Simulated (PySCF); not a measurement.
# WO2Br2: other functionals and bases at one geometry

Aim: see how levels, charges and forces of WO2Br2 depend on the level of theory. The species was built from a template and needn't be a known compound.

Computed with PySCF 2.14.0. Level: several levels, as the steps say, no spin–orbit coupling.

3 further runs of the same task are left out: 2 for a known fault of the program, 1 that didn't finish.

## (1) The system as given

5 atoms, charge 0, spin multiplicity 1.

Bond lengths: W1–O2 1.704 Å, W1–O3 1.704 Å, W1–Br4 2.432 Å, W1–Br5 2.432 Å. Angles: O2–W1–O3 106.6°, O2–W1–Br4 108.9°, O2–W1–Br5 109.0°, O3–W1–Br4 109.0°, O3–W1–Br5 108.9°, Br4–W1–Br5 114.4°.

Geometry (Å):

| atom | x (Å) | y (Å) | z (Å) |
| --- | --- | --- | --- |
| W1 | 0.3594 | 0.3594 | 0.0000 |
| O2 | 1.5471 | 0.6131 | -1.1959 |
| O3 | 0.6131 | 1.5471 | 1.1959 |
| Br4 | -1.8370 | 0.6920 | -0.9901 |
| Br5 | 0.6920 | -1.8370 | 0.9901 |

Formal oxidation states: W +6. An earlier session relaxed this geometry at B3LYP, W def2-SVP with ECP60, O def2-SVP, Br def2-SVP (singlet, point group C2v).

At B3LYP on the finer grid: E = -5365.395796 Eh, HOMO -9.06 eV, LUMO -3.64 eV, Mulliken charge on W1 +0.99 e, largest force component 0.011 eV/Å. 

Levels to run: M06-L; TPSS; HF; CAM-B3LYP; B3LYP, TZVP; B3LYP, x2c-SVP. Hardware: 2 threads of AMD EPYC 9B14 (Zen 4), shared host.

## (2) M06-L

Contents of run.py (the lines that set the calculation):

```python
mol = gto.M(atom='''
W      0.35937     0.35937     0.00000
O      1.54708     0.61307    -1.19592
O      0.61307     1.54708     1.19592
Br    -1.83696     0.69198    -0.99011
Br     0.69198    -1.83696     0.99011''',
    basis={'W': 'def2-SVP', 'O': 'def2-SVP', 'Br': 'def2-SVP'},
    ecp={'W': 'def2-SVP'},
    charge=0, spin=0)
mf = dft.RKS(mol, xc='M06L')
mf.grids.atom_grid = (75, 302)
mf = mf.density_fit()  # fitting sets: W def2-universal-JKFIT, O def2-universal-JKFIT, Br def2-universal-JKFIT
mf.conv_tol = 1e-08; mf.max_cycle = 55
mf.kernel(dm0)  # dm0: the density of the relaxed state
```

Started as:

```
> OMP_NUM_THREADS=2 python run.py
```

What it wrote:

```text
init E= -5365.15445336837
  HOMO = -0.304801126418498  LUMO = -0.152148352784889  gap/eV = 4.15389
cycle= 1 E= -5365.15880774637  delta_E= -0.00435  |g|= 0.129  |ddm|= 0.342
  HOMO = -0.30804399290209  LUMO = -0.132343095412625  gap/eV = 4.78106
cycle= 2 E= -5365.12702356352  delta_E= 0.0318  |g|= 0.399  |ddm|= 0.377
  HOMO = -0.304653859504108  LUMO = -0.149007369369047  gap/eV = 4.23536
cycle= 3 E= -5365.1601088176  delta_E= -0.0331  |g|= 0.0866  |ddm|= 0.328
  HOMO = -0.30705526168134  LUMO = -0.151155944235355  gap/eV = 4.24224
cycle= 4 E= -5365.16117383816  delta_E= -0.00107  |g|= 0.0349  |ddm|= 0.091
  HOMO = -0.307734024493955  LUMO = -0.148907153521458  gap/eV = 4.32190
cycle= 5 E= -5365.16155255825  delta_E= -0.000379  |g|= 0.003  |ddm|= 0.0432
  HOMO = -0.307475437829441  LUMO = -0.148613987392951  gap/eV = 4.32284
cycle= 6 E= -5365.16155436432  delta_E= -1.81e-06  |g|= 0.000659  |ddm|= 0.00328
  HOMO = -0.307559164315083  LUMO = -0.148639868676469  gap/eV = 4.32441
cycle= 7 E= -5365.16155447093  delta_E= -1.07e-07  |g|= 9.17e-05  |ddm|= 0.000994
  HOMO = -0.307554151771201  LUMO = -0.148642892043759  gap/eV = 4.32420
cycle= 8 E= -5365.16155447309  delta_E= -2.16e-09  |g|= 6.6e-05  |ddm|= 0.000137
  HOMO = -0.307554296868501  LUMO = -0.148648759998551  gap/eV = 4.32404
Extra cycle  E= -5365.161554457  delta_E= 1.61e-08  |g|= 0.000283  |ddm|= 0.000246
converged SCF energy = -5365.161554457
```

Wall time 8.7 s (2 threads of AMD EPYC 9B14 (Zen 4), shared host).

Read off: E = -5365.161554 Eh, HOMO -8.37 eV, LUMO -4.04 eV, Mulliken charge on W1 +1.22 e, largest force component 0.079 eV/Å. 

## (3) TPSS

Edit run.py (the lines that set the calculation) of step 2 so:

```diff
@@ -9,3 +9,3 @@
     charge=0, spin=0)
-mf = dft.RKS(mol, xc='M06L')
+mf = dft.RKS(mol, xc='TPSS')
 mf.grids.atom_grid = (75, 302)
```

Started as:

```
> OMP_NUM_THREADS=2 python run.py
```

What it wrote:

```text
init E= -5365.19206735047
  HOMO = -0.297543487179053  LUMO = -0.156413612447053  gap/eV = 3.84034
cycle= 1 E= -5365.18668839283  delta_E= 0.00538  |g|=  0.2  |ddm|= 0.227
  HOMO = -0.301049872843817  LUMO = -0.125714850660654  gap/eV = 4.77111
cycle= 2 E= -5365.06635161328  delta_E= 0.12  |g|= 0.779  |ddm|= 0.67
  HOMO = -0.296675407797774  LUMO = -0.149753041661897  gap/eV = 3.99796
cycle= 3 E= -5365.19332885332  delta_E= -0.127  |g|= 0.0699  |ddm|= 0.557
  HOMO = -0.30052570857032  LUMO = -0.151782978402213  gap/eV = 4.04750
cycle= 4 E= -5365.19393963018  delta_E= -0.000611  |g|= 0.0263  |ddm|= 0.0794
  HOMO = -0.298987874840458  LUMO = -0.150177837681834  gap/eV = 4.04933
cycle= 5 E= -5365.19416907372  delta_E= -0.000229  |g|= 0.00648  |ddm|= 0.0369
  HOMO = -0.29935835734632  LUMO = -0.150443498040848  gap/eV = 4.05218
cycle= 6 E= -5365.19417633578  delta_E= -7.26e-06  |g|= 0.002  |ddm|= 0.00369
  HOMO = -0.299337122721654  LUMO = -0.150346914334438  gap/eV = 4.05423
cycle= 7 E= -5365.19417720992  delta_E= -8.74e-07  |g|= 0.00028  |ddm|= 0.00156
  HOMO = -0.299344108463698  LUMO = -0.150343062135949  gap/eV = 4.05452
cycle= 8 E= -5365.19417722077  delta_E= -1.09e-08  |g|= 0.000155  |ddm|= 0.000203
  HOMO = -0.299345041502018  LUMO = -0.150342718787946  gap/eV = 4.05456
cycle= 9 E= -5365.19417722551  delta_E= -4.74e-09  |g|= 3.21e-05  |ddm|= 0.000111
  HOMO = -0.299348095731865  LUMO = -0.150340001570134  gap/eV = 4.05472
Extra cycle  E= -5365.19417722163  delta_E= 3.88e-09  |g|= 0.000142  |ddm|= 0.000116
converged SCF energy = -5365.19417722163
```

Wall time 9.1 s (2 threads of AMD EPYC 9B14 (Zen 4), shared host).

It gives: E = -5365.194177 Eh, HOMO -8.15 eV, LUMO -4.09 eV, Mulliken charge on W1 +0.99 e, largest force component 0.675 eV/Å. 

## (4) HF

Edit run.py (the lines that set the calculation) of step 3 so:

```diff
@@ -9,4 +9,3 @@
     charge=0, spin=0)
-mf = dft.RKS(mol, xc='TPSS')
-mf.grids.atom_grid = (75, 302)
+mf = scf.RHF(mol)
 mf = mf.density_fit()  # fitting sets: W def2-universal-JKFIT, O def2-universal-JKFIT, Br def2-universal-JKFIT
```

Started as:

```
> OMP_NUM_THREADS=2 python run.py
```

What it wrote:

```text
init E= -5360.27555619762
  HOMO = -0.437932816522573  LUMO = 0.0205082380014607  gap/eV = 12.47482
cycle= 1 E= -5360.31456089367  delta_E= -0.039  |g|= 0.281  |ddm|= 0.693
  HOMO = -0.459265724955542  LUMO = -0.057390059536468  gap/eV = 10.93559
cycle= 2 E= -5360.30449800389  delta_E= 0.0101  |g|= 0.349  |ddm|= 0.539
  HOMO = -0.453324232909231  LUMO = -0.0190828410182928  gap/eV = 11.81631
cycle= 3 E= -5360.32921726933  delta_E= -0.0247  |g|= 0.0475  |ddm|= 0.294
  HOMO = -0.455052779453417  LUMO = -0.0167735387458985  gap/eV = 11.92619
cycle= 4 E= -5360.32964159321  delta_E= -0.000424  |g|= 0.0133  |ddm|= 0.0362
  HOMO = -0.454660996923145  LUMO = -0.0176327260362268  gap/eV = 11.89214
cycle= 5 E= -5360.32970676694  delta_E= -6.52e-05  |g|= 0.00278  |ddm|= 0.0247
  HOMO = -0.454955220135278  LUMO = -0.0172493551512378  gap/eV = 11.91058
cycle= 6 E= -5360.32971555822  delta_E= -8.79e-06  |g|= 0.00136  |ddm|= 0.00704
  HOMO = -0.454912069032177  LUMO = -0.0171009888468234  gap/eV = 11.91345
cycle= 7 E= -5360.3297181227  delta_E= -2.56e-06  |g|= 0.000508  |ddm|= 0.00458
  HOMO = -0.454900580875891  LUMO = -0.0170250326639934  gap/eV = 11.91520
cycle= 8 E= -5360.32971844937  delta_E= -3.27e-07  |g|= 0.000201  |ddm|= 0.00154
  HOMO = -0.454906599945215  LUMO = -0.0170297771606467  gap/eV = 11.91524
cycle= 9 E= -5360.32971851059  delta_E= -6.12e-08  |g|= 8.58e-05  |ddm|= 0.0007
  HOMO = -0.454895150979214  LUMO = -0.017032412861179  gap/eV = 11.91485
cycle= 10 E= -5360.32971852373  delta_E= -1.31e-08  |g|= 2.53e-05  |ddm|= 0.000408
  HOMO = -0.454892951330081  LUMO = -0.0170324668821489  gap/eV = 11.91479
cycle= 11 E= -5360.3297185246  delta_E= -8.71e-10  |g|= 9.65e-06  |ddm|= 9.84e-05
  HOMO = -0.454893074197364  LUMO = -0.0170311909579899  gap/eV = 11.91483
Extra cycle  E= -5360.32971852468  delta_E= -8e-11  |g|= 7.17e-06  |ddm|= 1.99e-05
converged SCF energy = -5360.32971852468
```

Run time: 3.9 s. Hardware: 2 threads of AMD EPYC 9B14 (Zen 4), shared host.

Result: E = -5360.329719 Eh, HOMO -12.38 eV, LUMO -0.46 eV, Mulliken charge on W1 +1.54 e, largest force component 2.670 eV/Å. 

## (5) CAM-B3LYP

Edit run.py (the lines that set the calculation) of step 4 so:

```diff
@@ -9,3 +9,4 @@
     charge=0, spin=0)
-mf = scf.RHF(mol)
+mf = dft.RKS(mol, xc='CAMB3LYP')
+mf.grids.atom_grid = (75, 302)
 mf = mf.density_fit()  # fitting sets: W def2-universal-JKFIT, O def2-universal-JKFIT, Br def2-universal-JKFIT
```

Started as:

```
> OMP_NUM_THREADS=2 python run.py
```

What it wrote:

```text
init E= -5365.45794711724
  HOMO = -0.388275975771495  LUMO = -0.0838500561684009  gap/eV = 8.28385
cycle= 1 E= -5365.45872525552  delta_E= -0.000778  |g|= 0.074  |ddm|= 0.151
  HOMO = -0.390027006029424  LUMO = -0.102839149529533  gap/eV = 7.81478
cycle= 2 E= -5365.45354160966  delta_E= 0.00518  |g|= 0.178  |ddm|= 0.199
  HOMO = -0.38884657794789  LUMO = -0.0926332867810854  gap/eV = 8.06037
cycle= 3 E= -5365.45982826128  delta_E= -0.00629  |g|= 0.0181  |ddm|= 0.13
  HOMO = -0.389264523087175  LUMO = -0.0908091930785121  gap/eV = 8.12138
cycle= 4 E= -5365.45989727  delta_E= -6.9e-05  |g|= 0.00432  |ddm|= 0.0188
  HOMO = -0.389054512873329  LUMO = -0.0909783070351596  gap/eV = 8.11107
cycle= 5 E= -5365.45990166411  delta_E= -4.39e-06  |g|= 0.00127  |ddm|= 0.00506
  HOMO = -0.389110020120596  LUMO = -0.0910706962068342  gap/eV = 8.11006
cycle= 6 E= -5365.45990209298  delta_E= -4.29e-07  |g|= 0.000155  |ddm|= 0.00188
  HOMO = -0.389109049062348  LUMO = -0.0910637209274843  gap/eV = 8.11023
cycle= 7 E= -5365.45990211408  delta_E= -2.11e-08  |g|= 6.44e-05  |ddm|= 0.000415
  HOMO = -0.389109451231944  LUMO = -0.0910601378849081  gap/eV = 8.11033
cycle= 8 E= -5365.45990211761  delta_E= -3.53e-09  |g|= 1.23e-05  |ddm|= 0.000216
  HOMO = -0.389109024643099  LUMO = -0.0910572221615652  gap/eV = 8.11040
Extra cycle  E= -5365.45990211763  delta_E= -2.09e-11  |g|= 1.69e-05  |ddm|= 3.07e-05
converged SCF energy = -5365.45990211763
```

Run time: 8.9 s. Hardware: 2 threads of AMD EPYC 9B14 (Zen 4), shared host.

Result: E = -5365.459902 Eh, HOMO -10.59 eV, LUMO -2.48 eV, Mulliken charge on W1 +1.01 e, largest force component 0.614 eV/Å. 

## (6) B3LYP, TZVP

Basis: W def2-TZVP with ECP60, O def2-TZVP, Br def2-TZVP. 

Contents of run.py (the lines that set the calculation):

```python
mol = gto.M(atom='''
W      0.35937     0.35937     0.00000
O      1.54708     0.61307    -1.19592
O      0.61307     1.54708     1.19592
Br    -1.83696     0.69198    -0.99011
Br     0.69198    -1.83696     0.99011''',
    basis={'W': 'def2-TZVP', 'O': 'def2-TZVP', 'Br': 'def2-TZVP'},
    ecp={'W': 'def2-TZVP'},
    charge=0, spin=0)
mf = dft.RKS(mol, xc='B3LYP')
mf.grids.atom_grid = (75, 302)
mf = mf.density_fit()  # fitting sets: W def2-universal-JKFIT, O def2-universal-JKFIT, Br def2-universal-JKFIT
mf.conv_tol = 1e-08; mf.max_cycle = 55
mf.kernel(dm0)  # dm0: free metal ions and neutral atoms
```

Started as:

```
> OMP_NUM_THREADS=2 python run.py
```

What it wrote:

```text
init E= -5434.81754705597
  HOMO = -0.165258449498659  LUMO = -0.153671375088361  gap/eV = 0.31530
cycle= 1 E= -5358.34375188157  delta_E= 76.5  |g|= 7.55  |ddm|= 4.34
cycle= 2 E= -5291.28640355675  delta_E= 67.1  |g|= 12.5  |ddm|= 14.5
  HOMO = -0.280672641628286  LUMO = -0.23221490107964  gap/eV = 1.31860
cycle= 3 E= -5346.52621421607  delta_E= -55.2  |g|= 7.47  |ddm|= 14.7
  HOMO = -0.358872705761272  LUMO = -0.0547115926280362  gap/eV = 8.27665
cycle= 4 E= -5364.75350604772  delta_E= -18.2  |g|= 2.67  |ddm|= 6.21
  HOMO = -0.145092374741077  LUMO = -0.127875472006965  gap/eV = 0.46850
cycle= 5 E= -5354.09490718324  delta_E= 10.7  |g|= 6.68  |ddm|= 7.37
  HOMO = -0.276016372126437  LUMO = -0.13099419051385  gap/eV = 3.94625
cycle= 6 E= -5366.14255413152  delta_E=  -12  |g|= 0.569  |ddm|= 6.45
  HOMO = -0.350416470645983  LUMO = -0.159097839825367  gap/eV = 5.20605
cycle= 7 E= -5366.21782014908  delta_E= -0.0753  |g|= 0.198  |ddm|= 0.649
  HOMO = -0.331459368730735  LUMO = -0.13393694556865  gap/eV = 5.37486
cycle= 8 E= -5366.22394541316  delta_E= -0.00613  |g|= 0.0969  |ddm|= 0.181
  HOMO = -0.336014682079869  LUMO = -0.137774833769433  gap/eV = 5.39438
cycle= 9 E= -5366.22547987073  delta_E= -0.00153  |g|= 0.0621  |ddm|= 0.0561
  HOMO = -0.33615860257132  LUMO = -0.138423740635324  gap/eV = 5.38064
cycle= 10 E= -5366.22593928996  delta_E= -0.000459  |g|= 0.0386  |ddm|= 0.0157
  HOMO = -0.335057758533562  LUMO = -0.137452180649262  gap/eV = 5.37712
cycle= 11 E= -5366.22622701113  delta_E= -0.000288  |g|= 0.00782  |ddm|= 0.0186
  HOMO = -0.335278391365985  LUMO = -0.13748671351062  gap/eV = 5.38219
cycle= 12 E= -5366.22623763242  delta_E= -1.06e-05  |g|= 0.00167  |ddm|= 0.00382
  HOMO = -0.335271549430209  LUMO = -0.137499329784286  gap/eV = 5.38166
cycle= 13 E= -5366.22623818644  delta_E= -5.54e-07  |g|= 0.000271  |ddm|= 0.001
  HOMO = -0.335265157322269  LUMO = -0.137510016393305  gap/eV = 5.38119
cycle= 14 E= -5366.22623820978  delta_E= -2.33e-08  |g|= 0.000101  |ddm|= 0.000321
  HOMO = -0.335265535621633  LUMO = -0.137506702563505  gap/eV = 5.38129
cycle= 15 E= -5366.22623821195  delta_E= -2.17e-09  |g|= 8.46e-06  |ddm|= 5.95e-05
  HOMO = -0.335266595873188  LUMO = -0.137506893929707  gap/eV = 5.38132
Extra cycle  E= -5366.22623821184  delta_E= 1.09e-10  |g|= 2.53e-05  |ddm|= 1.89e-05
converged SCF energy = -5366.22623821184
```

Run time: 14 s. Hardware: 2 threads of AMD EPYC 9B14 (Zen 4), shared host.

Read off: E = -5366.226238 Eh, HOMO -9.12 eV, LUMO -3.74 eV, Mulliken charge on W1 +1.35 e, largest force component 0.078 eV/Å. 

## (7) B3LYP, x2c-SVP

Basis: W x2c-SVPall, O x2c-SVPall, Br x2c-SVPall. All electrons are treated, with the spin-free X2C Hamiltonian.

Contents of run.py (the lines that set the calculation):

```python
mol = gto.M(atom='''
W      0.35937     0.35937     0.00000
O      1.54708     0.61307    -1.19592
O      0.61307     1.54708     1.19592
Br    -1.83696     0.69198    -0.99011
Br     0.69198    -1.83696     0.99011''',
    basis={'W': 'x2c-SVPall', 'O': 'x2c-SVPall', 'Br': 'x2c-SVPall'},
    nucmod='G',
    charge=0, spin=0)
mf = dft.RKS(mol, xc='B3LYP')
mf.grids.atom_grid = (99, 590)
mf = mf.density_fit()  # fitting sets: W AutoAux, O AutoAux, Br AutoAux
mf = mf.sfx2c1e()
mf.conv_tol = 1e-08; mf.max_cycle = 55
mf.kernel(dm0)  # dm0: free metal ions and neutral atoms
```

Started as:

```
> OMP_NUM_THREADS=2 python run.py
```

What it wrote:

```text
init E= -21579.3981915615
  HOMO = -0.158120713969605  LUMO = -0.152606913816161  gap/eV = 0.15004
cycle= 1 E= -21497.5070669289  delta_E= 81.9  |g|=  7.2  |ddm|= 5.55
  HOMO = 0.10594264036459  LUMO = 0.119812300568366  gap/eV = 0.37741
cycle= 2 E= -21208.4891945467  delta_E=  289  |g|= 28.1  |ddm|=   27
  HOMO = -0.0668651619096234  LUMO = -0.0397844529865168  gap/eV = 0.73690
cycle= 3 E= -21495.2571742225  delta_E= -287  |g|= 7.11  |ddm|= 23.3
  HOMO = -0.173239580413722  LUMO = -0.136733199466077  gap/eV = 0.99339
cycle= 4 E= -21501.2748926603  delta_E= -6.02  |g|= 4.19  |ddm|= 8.32
  HOMO = -0.300707516710265  LUMO = -0.186917971571923  gap/eV = 3.09637
cycle= 5 E= -21505.1373481367  delta_E= -3.86  |g|= 1.37  |ddm|= 3.86
  HOMO = -0.271480958604108  LUMO = -0.12743658625978  gap/eV = 3.91965
cycle= 6 E= -21505.3389554171  delta_E= -0.202  |g|= 0.849  |ddm|=  1.7
  HOMO = -0.337177776213578  LUMO = -0.16891182428547  gap/eV = 4.57875
cycle= 7 E= -21505.4314404255  delta_E= -0.0925  |g|= 0.612  |ddm|= 0.863
  HOMO = -0.331051431555573  LUMO = -0.132407251994991  gap/eV = 5.40538
cycle= 8 E= -21505.4989949654  delta_E= -0.0676  |g|= 0.148  |ddm|= 0.494
  HOMO = -0.337662545722516  LUMO = -0.146947250364493  gap/eV = 5.18963
cycle= 9 E= -21505.5036037116  delta_E= -0.00461  |g|= 0.0522  |ddm|= 0.117
  HOMO = -0.333235273966025  LUMO = -0.143824940518925  gap/eV = 5.15412
cycle= 10 E= -21505.5043396136  delta_E= -0.000736  |g|= 0.01  |ddm|= 0.0537
  HOMO = -0.333321358168659  LUMO = -0.144414370851857  gap/eV = 5.14042
cycle= 11 E= -21505.5043621986  delta_E= -2.26e-05  |g|= 0.00152  |ddm|= 0.0112
  HOMO = -0.333362566649147  LUMO = -0.144332522853388  gap/eV = 5.14377
cycle= 12 E= -21505.504362707  delta_E= -5.08e-07  |g|= 0.000778  |ddm|= 0.00149
  HOMO = -0.333366742531899  LUMO = -0.144327920670717  gap/eV = 5.14401
cycle= 13 E= -21505.5043628297  delta_E= -1.23e-07  |g|= 6.59e-05  |ddm|= 0.000523
  HOMO = -0.333369637339723  LUMO = -0.144335148042424  gap/eV = 5.14389
cycle= 14 E= -21505.5043628307  delta_E= -1.01e-09  |g|= 2.1e-05  |ddm|= 7.16e-05
  HOMO = -0.333370823611319  LUMO = -0.14433462357238  gap/eV = 5.14394
Extra cycle  E= -21505.5043628302  delta_E= 5.24e-10  |g|= 5.69e-05  |ddm|= 5.52e-05
converged SCF energy = -21505.5043628302
```

Wall time 25 s (2 threads of AMD EPYC 9B14 (Zen 4), shared host).

Read off: E = -21505.504363 Eh, HOMO -9.07 eV, LUMO -3.93 eV, Mulliken charge on W1 +0.83 e, largest force component 0.603 eV/Å. 

## (8) All levels side by side

| level | state | HOMO (eV) | gap (eV) | charge on W1 (e) | dipole (D) | largest force (eV/Å) | basis functions | time |
| --- | --- | --- | --- | --- | --- | --- | --- | --- |
| B3LYP (relaxed here) | singlet | -9.06 | 5.42 | 0.99 | 2.07 | 0.01 | 124 | 14 s |
| M06-L | singlet | -8.37 | 4.32 | 1.22 | 1.95 | 0.08 | 124 | 8.7 s |
| TPSS | singlet | -8.15 | 4.05 | 0.99 | 1.87 | 0.67 | 124 | 9.1 s |
| HF | singlet | -12.38 | 11.91 | 1.54 | 2.45 | 2.67 | 124 | 3.9 s |
| CAM-B3LYP | singlet | -10.59 | 8.11 | 1.01 | 2.02 | 0.61 | 124 | 8.9 s |
| B3LYP, TZVP | singlet | -9.12 | 5.38 | 1.35 | 2.14 | 0.08 | 198 | 14 s |
| B3LYP, x2c-SVP | singlet | -9.07 | 5.14 | 0.83 | 2.25 | 0.60 | 158 | 25 s |

Times are on 2 threads of AMD EPYC 9B14 (Zen 4), shared host; the first row also made further properties.

In one basis the HOMO–LUMO gap runs from 4.05 eV (TPSS) to 11.91 eV (HF). The largest leftover force, 2.67 eV/Å with HF, stands at a geometry relaxed at another level. The Mulliken charge on W spans +0.83 to +1.54 e over the levels. Total energies of different levels can't be compared. Spin–orbit coupling is left out throughout.
